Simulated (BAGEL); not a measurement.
**CuAsH4 (Cu(AsH3)H): PBE0/cc-pVDZ (density fitting with qzvpp-jkfit)**

What is the energy change on altering one bond length of CuAsH4 (Cu(AsH3)H) at PBE0/cc-pVDZ (density fitting with qzvpp-jkfit)? 

The calculation is run with BAGEL 1.2.2.

8 further runs of the same task are left out: 8 that didn't finish.

## (1) The molecule

CuAsH4 has 6 atoms, charge 0, and is taken as a singlet. As SMILES, `[H][Cu]<-[AsH3]`. The shape comes from GFN2-xTB, which is rough for such elements, and wasn't checked as a minimum.

Bond lengths: Cu1–As2 2.393 Å, As2–H3 1.484 Å, As2–H4 1.485 Å, As2–H5 1.483 Å, Cu1–H6 1.461 Å. Angles: Cu1–As2–H3 124.0°, Cu1–As2–H4 124.5°, Cu1–As2–H5 122.5°, As2–Cu1–H6 179.8°, H3–As2–H4 92.3°, H3–As2–H5 92.3°, H4–As2–H5 92.1°.

## (2) A single-point energy at PBE0/cc-pVDZ (density fitting with qzvpp-jkfit)

Input file input.json:

```json
{ "bagel" : [

{
  "title" : "molecule",
  "basis" : "cc-pvdz.json",
  "df_basis" : "qzvpp-jkfit",
  "angstrom" : true,
  "geometry" : [
    { "atom" : "Cu", "xyz" : [    0.000720,    0.011210,   -1.762850 ] },
    { "atom" : "As", "xyz" : [   -0.007810,   -0.015110,    0.629670 ] },
    { "atom" : "H", "xyz" : [    0.775190,   -0.970950,    1.450720 ] },
    { "atom" : "H", "xyz" : [   -1.221000,   -0.199010,    1.465190 ] },
    { "atom" : "H", "xyz" : [    0.442060,    1.142740,    1.440560 ] },
    { "atom" : "H", "xyz" : [    0.010840,    0.031110,   -3.223300 ] }
  ]
},
{ "title" : "ks", "xc_func" : "pbe0", "charge" : 0 },
{ "title" : "print", "file" : "orbitals.molden", "orbitals" : true }

]}
```

The basis set cc-pVDZ is read from a file made from the Basis Set Exchange's data (not shown).

Command:

```bash
BAGEL_NUM_THREADS=1 BAGEL input.json > input.out
```

The program printed:

```text
* using 1 threads per process

  ===============================================================
  ===============================================================

  *** Geometry ***

  { "atom" : "Cu", "xyz" : [      0.001361,      0.021184,     -3.331304 ] },
  { "atom" : "As", "xyz" : [     -0.014759,     -0.028554,      1.189904 ] },
  { "atom" : "H", "xyz" : [      1.464897,     -1.834830,      2.741463 ] },
  { "atom" : "H", "xyz" : [     -2.307356,     -0.376074,      2.768808 ] },
  { "atom" : "H", "xyz" : [      0.835372,      2.159466,      2.722264 ] },
  { "atom" : "H", "xyz" : [      0.020485,      0.058789,     -6.091154 ] },

  Number of auxiliary basis functions:      602

  Since a DF basis is specified, we compute 2- and 3-index integrals:
    o Being stored without compression. Storage requirement is 0.039 GB

  Number of basis functions:       90
  Number of electrons      :       66

    * METHOD: MOLECULE                             0.48

  *** Kohn-Sham DFT ***

    * Removing 8611 points whose weight is below 1.00e-10
    * Grid points: 80825

  === Nuclear Repulsion ===
   276.4382092195

       - DIIS with orbital gradients will be used.

  === KS iteration (pbe0 / cc-pvdz.json) ===
      0      -3748.47758297          0.17099449           0.46
      1      -3663.05136948          0.17380480           0.45
      2      -3272.87503070          0.17247978           0.45
      3      -3808.88826846          0.18150658           0.45
      4      -3871.52368539          0.08086073           0.44
      5      -3876.72436864          0.06491671           0.44
      6      -3876.64974569          0.06417505           0.44
      7      -3833.36010104          0.15910870           0.45
      8      -3876.17353600          0.07044386           0.44
      9      -3876.82895664          0.05817289           0.44
     10      -3877.90606164          0.03334393           0.44
     11      -3878.16057508          0.01118010           0.44
     12      -3878.25063018          0.00599473           0.44
     13      -3878.26145448          0.00071346           0.45
     14      -3878.26173618          0.00008471           0.44
     15      -3878.26173933          0.00002552           0.44
     16      -3878.26173972          0.00000861           0.45
     17      -3878.26173976          0.00000221           0.44
     18      -3878.26173976          0.00000173           0.45
     19      -3878.26173976          0.00000071           0.45
     20      -3878.26173976          0.00000026           0.45
     21      -3878.26173976          0.00000003           0.45
     22      -3878.26173976          0.00000001           0.45
     23      -3878.26173976          0.00000000           0.44
    * SCF iteration converged.

    * Permanent dipole moment:
           (    0.010545,     0.026785,    -2.221129) a.u.

    * METHOD: KS                                  11.07

    * METHOD: PRINT                                0.01

  ===============================================================
```

It took 12 s on 1 thread of Arm Neoverse V2, shared host; peak memory 0.4 GiB.

## (3) The distorted shape

Input file input.json:

```json
{ "bagel" : [

{
  "title" : "molecule",
  "basis" : "cc-pvdz.json",
  "df_basis" : "qzvpp-jkfit",
  "angstrom" : true,
  "geometry" : [
    { "atom" : "Cu", "xyz" : [    0.182718,    0.038798,   -1.888192 ] },
    { "atom" : "As", "xyz" : [    0.174188,    0.012478,    0.504328 ] },
    { "atom" : "H", "xyz" : [    0.957188,   -0.943362,    1.325378 ] },
    { "atom" : "H", "xyz" : [   -1.221000,   -0.199010,    1.465190 ] },
    { "atom" : "H", "xyz" : [    0.624058,    1.170328,    1.315218 ] },
    { "atom" : "H", "xyz" : [    0.192838,    0.058698,   -3.348642 ] }
  ]
},
{
  "title" : "ks",
  "xc_func" : "pbe0",
  "charge" : 0
},
{
  "title" : "print",
  "file" : "orbitals.molden",
  "orbitals" : true
}

]}
```

The basis set cc-pVDZ is read from a file made from the Basis Set Exchange's data (not shown).

Command:

```bash
BAGEL_NUM_THREADS=1 BAGEL input.json > input.out
```

The program printed:

```text
* using 1 threads per process

  ===============================================================
  ===============================================================

  *** Geometry ***

  { "atom" : "Cu", "xyz" : [      0.345287,      0.073318,     -3.568166 ] },
  { "atom" : "As", "xyz" : [      0.329168,      0.023580,      0.953042 ] },
  { "atom" : "H", "xyz" : [      1.808823,     -1.782696,      2.504601 ] },
  { "atom" : "H", "xyz" : [     -2.307356,     -0.376074,      2.768808 ] },
  { "atom" : "H", "xyz" : [      1.179299,      2.211599,      2.485402 ] },
  { "atom" : "H", "xyz" : [      0.364411,      0.110923,     -6.328016 ] },

  Number of auxiliary basis functions:      602

  Since a DF basis is specified, we compute 2- and 3-index integrals:
    o Being stored without compression. Storage requirement is 0.039 GB

  Number of basis functions:       90
  Number of electrons      :       66

    * METHOD: MOLECULE                             0.50

  *** Kohn-Sham DFT ***

    * Removing 8410 points whose weight is below 1.00e-10
    * Grid points: 81026

  === Nuclear Repulsion ===
   274.6388002346

       - DIIS with orbital gradients will be used.

  === KS iteration (pbe0 / cc-pvdz.json) ===
      0      -3748.72126364          0.17034053           0.46
      1      -3663.84781252          0.17069399           0.45
      2      -3273.78316207          0.17223173           0.45
      3      -3810.45117772          0.15468891           0.44
      4      -3869.95974802          0.10027198           0.44
      5      -3868.93841855          0.11031345           0.43
      6      -3868.16291505          0.12053335           0.43
      7      -3831.88473634          0.15763676           0.43
      8      -3861.79802766          0.16103292           0.43
      9      -3876.21203807          0.06628766           0.43
     10      -3876.43723027          0.06689127           0.43
     11      -3870.91970132          0.12305432           0.43
     12      -3871.90027703          0.12488340           0.43
     13      -3838.40408576          0.14118526           0.44
     14      -3876.35868588          0.06728773           0.46
     15      -3876.21888248          0.06970089           0.46
     16      -3876.03147667          0.07425482           0.45
     17      -3875.33864740          0.08984420           0.45
     18      -3875.74992253          0.08162417           0.45
     19      -3843.11268340          0.16748937           0.45
     20      -3877.18011349          0.05081207           0.45
     21      -3877.52522002          0.04028106           0.45
     22      -3878.01997762          0.02427874           0.45
     23      -3878.09570896          0.02174829           0.45
     24      -3878.22207211          0.00967297           0.45
     25      -3878.25245508          0.00069621           0.45
     26      -3878.25268510          0.00035692           0.45
     27      -3878.25274136          0.00008773           0.45
     28      -3878.25274403          0.00003717           0.44
     29      -3878.25274449          0.00000853           0.45
     30      -3878.25274450          0.00000728           0.44
     31      -3878.25274452          0.00000055           0.45
     32      -3878.25274452          0.00000006           0.45
     33      -3878.25274452          0.00000003           0.46
     34      -3878.25274452          0.00000001           0.45
     35      -3878.25274452          0.00000000           0.45
    * SCF iteration converged.

    * Permanent dipole moment:
           (   -0.051843,     0.016575,    -2.143155) a.u.

    * METHOD: KS                                  16.46

    * METHOD: PRINT                                0.01

  ===============================================================
```

Run time: 17 s. Hardware: 1 thread of Arm Neoverse V2, shared host; peak memory 0.4 GiB.

## (4) Summary of results

At PBE0/cc-pVDZ (density fitting with qzvpp-jkfit):

```
                                                          quantity           value
                                         first shape: total energy  -3878.26174 Eh
                                        first shape: dipole moment          5.65 D
                                          first shape: HOMO energy        -6.04 eV
                                          first shape: LUMO energy        -0.76 eV
                                        first shape: HOMO–LUMO gap         5.28 eV
                                     distorted shape: total energy  -3878.25274 Eh
                                    distorted shape: dipole moment          5.45 D
                                      distorted shape: HOMO energy        -6.11 eV
                                      distorted shape: LUMO energy        -1.41 eV
                                    distorted shape: HOMO–LUMO gap         4.70 eV
energy change with the As2–H4 bond stretched from 1.485 to 1.707 Å        0.245 eV
```

**Reading.** With the As2–H4 bond stretched from 1.485 to 1.707 Å the energy rises by 0.24 eV (23.6 kJ/mol). The first shape isn't relaxed at this level, so the change isn't measured from a minimum.
